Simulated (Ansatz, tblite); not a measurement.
**GeCl(OiPr)3 (C9H21ClGeO3): rung by rung**

One table from this session's results is given with a row withheld; the runs are named, their logs left out.

Computed with Ansatz 0.2.0, Gaussian basis. Level: as each input shows.

Levels to be run: GFN1-xTB, GFN2-xTB, PBE-D4/def2-TZVP, r2SCAN-D4/def2-TZVP, ωB97M-V/def2-TZVP, B3LYP-D4/def2-TZVP, HF/def2-TZVP, PBE-D4/def2-SVP, PBE0-D4/def2-SVP, HF/6-31G, B3LYP-D4/6-31G, CCSD(T)/def2-SVP, MP2/def2-TZVP, RPA/def2-TZVP.

### The relaxed structure

The singlet was relaxed beforehand with r2SCAN-D4/def2-SVP.

35 atoms, charge 0, spin multiplicity 1.

Bond lengths: Ge1–Cl2 2.153 Å, Ge1–O3 1.764 Å, Ge1–O14 1.751 Å, Ge1–O25 1.755 Å, O3–C4 1.439 Å, C4–C5 1.518 Å, C4–C6 1.521 Å, C4–H7 1.108 Å, C5–H8 1.102 Å, C5–H9 1.101 Å, C5–H10 1.100 Å, C6–H11 1.101 Å, C6–H12 1.102 Å, C6–H13 1.101 Å, O14–C15 1.443 Å, C15–C16 1.518 Å, C15–C17 1.520 Å, C15–H18 1.109 Å and more. Angles: Cl2–Ge1–O3 107.7°, Cl2–Ge1–O14 112.3°, Cl2–Ge1–O25 106.9°, O3–Ge1–O14 107.5°, O3–Ge1–O25 115.2°, O14–Ge1–O25 107.5°, Ge1–O3–C4 122.4°, O3–C4–C5 106.5°, O3–C4–C6 110.3°, O3–C4–H7 108.7°, C5–C4–C6 112.9°, C5–C4–H7 109.0°, C6–C4–H7 109.2°, C4–C5–H8 110.0°, C4–C5–H9 110.7°, C4–C5–H10 110.5°, H8–C5–H9 108.6°, H8–C5–H10 108.3° and more.

PBE0-D4/def2-TZVP was run before; its log isn't repeated, and its numbers join the tables.

Set-up of the first run:

Tight binding, by tblite at 300 K electronic temperature and without a spin-polarisation term:

```python
tblite.interface.Calculator('GFN1-xTB', numbers, positions, charge=0, uhf=0).singlepoint()
```

Tight binding, by tblite at 300 K electronic temperature and without a spin-polarisation term:

```python
tblite.interface.Calculator('GFN2-xTB', numbers, positions, charge=0, uhf=0).singlepoint()
```

start.molden holds the orbitals of an earlier run on this state, given as this run's starting guess.

The input, in.yaml:

```yaml
crystal:
  periodic: [false, false, false]
  atoms:
    - {symbol: Ge, position_ang: [-0.370652, -0.225933, 0.957944]}
    - {symbol: Cl, position_ang: [-0.366354, -0.565973, 3.084007]}
    - {symbol: O, position_ang: [1.308228, -0.081906, 0.435840]}
    - {symbol: C, position_ang: [2.319929, -1.028037, 0.824993]}
    - {symbol: C, position_ang: [3.657493, -0.352382, 0.585355]}
    - {symbol: C, position_ang: [2.161189, -2.323122, 0.042546]}
    - {symbol: H, position_ang: [2.211061, -1.239773, 1.907307]}
    - {symbol: H, position_ang: [3.770001, -0.106786, -0.482704]}
    - {symbol: H, position_ang: [4.486510, -1.012729, 0.882891]}
    - {symbol: H, position_ang: [3.726049, 0.580376, 1.164208]}
    - {symbol: H, position_ang: [1.169526, -2.769709, 0.216456]}
    - {symbol: H, position_ang: [2.264097, -2.127364, -1.037103]}
    - {symbol: H, position_ang: [2.928214, -3.055369, 0.340200]}
    - {symbol: O, position_ang: [-1.185969, 1.261763, 0.524801]}
    - {symbol: C, position_ang: [-0.702162, 2.540902, 0.984072]}
    - {symbol: C, position_ang: [-1.920350, 3.426525, 1.172515]}
    - {symbol: C, position_ang: [0.294728, 3.097759, -0.019513]}
    - {symbol: H, position_ang: [-0.200846, 2.408445, 1.964599]}
    - {symbol: H, position_ang: [-2.453194, 3.539797, 0.214789]}
    - {symbol: H, position_ang: [-1.626299, 4.425276, 1.530728]}
    - {symbol: H, position_ang: [-2.611697, 2.979087, 1.901798]}
    - {symbol: H, position_ang: [1.147198, 2.411511, -0.133158]}
    - {symbol: H, position_ang: [-0.190638, 3.219446, -1.001550]}
    - {symbol: H, position_ang: [0.671876, 4.079850, 0.307518]}
    - {symbol: O, position_ang: [-1.266995, -1.548310, 0.231739]}
    - {symbol: C, position_ang: [-1.920803, -1.350487, -1.041672]}
    - {symbol: C, position_ang: [-2.825455, -2.550895, -1.242531]}
    - {symbol: C, position_ang: [-0.893643, -1.188208, -2.151859]}
    - {symbol: H, position_ang: [-2.534964, -0.431875, -0.980600]}
    - {symbol: H, position_ang: [-2.225876, -3.474186, -1.282966]}
    - {symbol: H, position_ang: [-3.391769, -2.457131, -2.182027]}
    - {symbol: H, position_ang: [-3.536978, -2.637920, -0.408719]}
    - {symbol: H, position_ang: [-0.236780, -0.323436, -1.963796]}
    - {symbol: H, position_ang: [-0.263135, -2.088985, -2.224459]}
    - {symbol: H, position_ang: [-1.391520, -1.030188, -3.121618]}
basis:
  gaussian: {orbitals: def2-TZVP, fitting: {mean_field: def2-universal-jkfit}, initial_orbitals: start.molden}
hamiltonian: {xc: pbe, dispersion: d4}
scf: {omitted_lower_state_checks: [starts]}
output: {forces: true, orbitals: {seedname: orbitals}}
```

Launch:

```sh
> ansatz run in.yaml --threads 2 --pin off --events-out ev --progress --plain --max-ram 32768MiB --backend cuda --devices 0, --max-vram 18GiB
```

Steps of the session up to this table: PBE-D4/def2-TZVP; r2SCAN-D4/def2-TZVP; ωB97M-V/def2-TZVP; B3LYP-D4/def2-TZVP; HF/def2-TZVP; PBE-D4/def2-SVP; PBE0-D4/def2-SVP; HF/6-31G; B3LYP-D4/6-31G; CCSD(T)/def2-SVP; MP2/def2-TZVP; RPA/def2-TZVP.

One of the session's tables, all rows but one given; the rest of the session is left out.

It belongs to the step «Binding energy». 

```
             method  binding an atom (eV)
           HF/6-31G                 2.855
        HF/def2-SVP                 3.076
       HF/def2-TZVP                 3.025
    PBE-D4/def2-SVP                 4.231
   PBE-D4/def2-TZVP                 4.191
r2SCAN-D4/def2-TZVP                 4.123
     B3LYP-D4/6-31G                 4.015
 B3LYP-D4/def2-TZVP                 4.101
   PBE0-D4/def2-SVP                 4.167
  PBE0-D4/def2-TZVP                     ?
  ωB97M-V/def2-TZVP                 4.116
       MP2/def2-SVP                 3.987
      MP2/def2-TZVP                 4.042
      CCSD/def2-SVP                 3.904
   CCSD(T)/def2-SVP                 3.944
```

Q: Estimate the row for PBE0-D4/def2-TZVP from the others.

**Answer.** binding an atom (eV): 4.126. In the column «binding an atom (eV)» it lies between r2SCAN-D4/def2-TZVP (4.123) and PBE0-D4/def2-SVP (4.167).

Caveats from the session: Free atoms were run apart at each level; binding is atoms less cluster, divided by the number of atoms, without zero-point or spin-orbit terms.
